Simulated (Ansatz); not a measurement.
# ScF3: the cost of one run

Program: Ansatz 0.2.0. Level of theory: DFT LDA, scalar-relativistic. These are calculated values, not measurements.

**1. The starting structure**

Symmetry: Pm-3m, No. 221, cubic system. Conventional cell: a = 4.012 Å, b = 4.012 Å, c = 4.012 Å, α = 90.00°, β = 90.00°, γ = 90.00°. Sc (site symmetry m-3m) has 6 F at 2.01 Å in its first shell of neighbours. F (site symmetry 4/mmm) has 2 Sc at 2.01 Å in its first shell of neighbours.

Structure file:

```cif
data_structure
_symmetry_space_group_name_H-M 'Pm-3m'
_symmetry_Int_Tables_number 221
_cell_length_a 4.0125
_cell_length_b 4.0125
_cell_length_c 4.0125
_cell_angle_alpha 90.000
_cell_angle_beta 90.000
_cell_angle_gamma 90.000
_cell_volume 64.60
loop_
_atom_site_label
_atom_site_type_symbol
_atom_site_symmetry_multiplicity
_atom_site_Wyckoff_symbol
_atom_site_fract_x
_atom_site_fract_y
_atom_site_fract_z
_atom_site_occupancy
Sc1 Sc 1 a 0.00000 0.00000 0.00000 1
F1 F 3 d 0.50000 0.00000 0.00000 1
```

The file gives the conventional cell by its symmetry; the runs use the cell typed in the input.

Atoms are numbered in the order of the input: Sc1, F2, F3, F4.

**2. After the deformation**

Space group Pm-3m before, P4/mmm after.

**3. LAPW, all electrons**

input.yaml

```yaml
crystal:
  lattice:
    - [4.092699, 0.0, 0.0]
    - [0.0, 4.092699, 0.0]
    - [0.0, 0.0, 4.01245]
  atoms:
    - { symbol: Sc, position: [0.0, 0.0, 0.0] }
    - { symbol: F, position: [0.5, 0.0, 0.0] }
    - { symbol: F, position: [0.0, 0.5, 0.0] }
    - { symbol: F, position: [0.0, 0.0, 0.5] }
kpoints:
  mp_grid: { grid: [6, 6, 6] }
  band_path:
    path:
      - [0.0, 0.0, 0.0]
      - [0.0, 0.5, 0.0]
      - [0.5, 0.5, 0.0]
      - [0.0, 0.0, 0.0]
      - [0.0, 0.0, 0.5]
      - [0.0, 0.5, 0.5]
      - [0.5, 0.5, 0.5]
      - [0.0, 0.0, 0.5]
      - [0.0, 0.5, 0.0]
    npoints: 5
scf:
  occupations: { method: fermi_dirac, width: 0.02 }
hamiltonian:
  xc: lda
  pseudopotentials: { kind: all_electron, lapw: { basis_error: 0.001 } }
output:
  forces: true
  stress: true
  eigenvalues: true
```

The run is started by

```sh
$ ansatz run input.yaml --threads 1 --pin off --max-ram 4096MiB --backend cpu --events-out ev --progress --plain --runs-dir out
```

What time and memory should one allow on 1 thread of Arm Neoverse V1, shared host?

About 47 s, with a peak of 0.45 GiB.
